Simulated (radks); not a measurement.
**Valence configurations of Cr⁺**

NIST gives [Ar] 3d5 as the ground configuration of Cr⁺. Does this level of theory agree? Several fillings of the valence shells are run.

The numbers are computed with radks (a radial shooting solver on a logarithmic mesh, Libxc functionals) version 1 (scalar-relativistic Kohn-Sham, r2SCAN, spin-polarised, spherical densities, finite nucleus; open shells are filled with parallel spins first), except any that are marked as measured or tabulated.

## Step 1: The system

```
element            : chromium (Z = 24)
charge             : +1
electrons          : 23
configuration      : [Ar] 3d5
nuclear rms radius : 3.6452 fm
others tried       : 3d4 4p1; 3d3 4p2; 3d2 4p3; 3d4.5 4p0.5; 4p5; 3d1 4p4; 3d2 4s1 4p2; 3d3 4s2; 3d4 4s1
```

The outer shells:

Cr⁺
```
[Ar] core
3d [↑ ][↑ ][↑ ][↑ ][↑ ]
```

## Step 2: [Ar] 3d5

Input:

```text
Z 24
configuration [Ar] 3d5
relativity scalar-relativistic
functional r2scan,r2scan
spin polarised
nucleus finite rms 3.6452 fm
c 137.035999084
```

## Step 3: [Ar] 3d4 4p1

Changes since step 2:

```diff
@@ -1,3 +1,3 @@
 Z 24
-configuration [Ar] 3d5
+configuration [Ar] 3d4 4p1
 relativity scalar-relativistic
```

## Step 4: [Ar] 3d3 4p2

Changes since step 3:

```diff
@@ -1,3 +1,3 @@
 Z 24
-configuration [Ar] 3d4 4p1
+configuration [Ar] 3d3 4p2
 relativity scalar-relativistic
```

## Step 5: [Ar] 3d2 4p3

Changes since step 4:

```diff
@@ -1,3 +1,3 @@
 Z 24
-configuration [Ar] 3d3 4p2
+configuration [Ar] 3d2 4p3
 relativity scalar-relativistic
```

## Step 6: [Ar] 3d4.5 4p0.5

Changes since step 5:

```diff
@@ -1,3 +1,3 @@
 Z 24
-configuration [Ar] 3d2 4p3
+configuration [Ar] 3d4.5 4p0.5
 relativity scalar-relativistic
```

## Step 7: [Ar] 4p5

Changes since step 6:

```diff
@@ -1,3 +1,3 @@
 Z 24
-configuration [Ar] 3d4.5 4p0.5
+configuration [Ar] 4p5
 relativity scalar-relativistic
```

## Step 8: [Ar] 3d1 4p4

Changes since step 7:

```diff
@@ -1,3 +1,3 @@
 Z 24
-configuration [Ar] 4p5
+configuration [Ar] 3d1 4p4
 relativity scalar-relativistic
```

## Step 9: [Ar] 3d2 4s1 4p2

Changes since step 8:

```diff
@@ -1,3 +1,3 @@
 Z 24
-configuration [Ar] 3d1 4p4
+configuration [Ar] 3d2 4s1 4p2
 relativity scalar-relativistic
```

## Step 10: [Ar] 3d3 4s2

Changes since step 9:

```diff
@@ -1,3 +1,3 @@
 Z 24
-configuration [Ar] 3d2 4s1 4p2
+configuration [Ar] 3d3 4s2
 relativity scalar-relativistic
```

## Step 11: [Ar] 3d4 4s1

Changes since step 10:

```diff
@@ -1,3 +1,3 @@
 Z 24
-configuration [Ar] 3d3 4s2
+configuration [Ar] 3d4 4s1
 relativity scalar-relativistic
```

Before running it: what results should come out? Wanted: for each run, valence; E − E(NIST configuration); moment; highest level; its energy; 1s shift.

The runs gave:

```csv
valence,E − E(NIST configuration) (eV),moment (μB),highest level,its energy (eV),1s shift (eV)
3d5,0.000,5,3d up,-10.999,+0.00
3d4 4s1,1.908,5,4s up,-12.365,-5.52
3d4.5 4p0.5,2.953,5,4p up,-6.986,-3.29
3d4 4p1,6.726,5,4p up,-8.092,-6.86
3d3 4s2,8.785,3,4s down,-12.708,-12.54
3d3 4p2,17.153,5,4p up,-10.076,-14.87
3d2 4s1 4p2,26.044,5,4p up,-11.391,-22.58
3d2 4p3,32.072,5,4p up,-11.869,-23.84
3d1 4p4,55.391,3,4p down,-11.053,-34.32
4p5,83.341,1,4p down,-13.434,-45.26
```

In words: Theory agrees with NIST among these: the next, 3d4 4s1, lies 1.908 eV higher. The energies are those of spherical high-spin densities, not of single terms. The 1s eigenvalue shifts by up to 45.26 eV as the valence charge is rearranged.
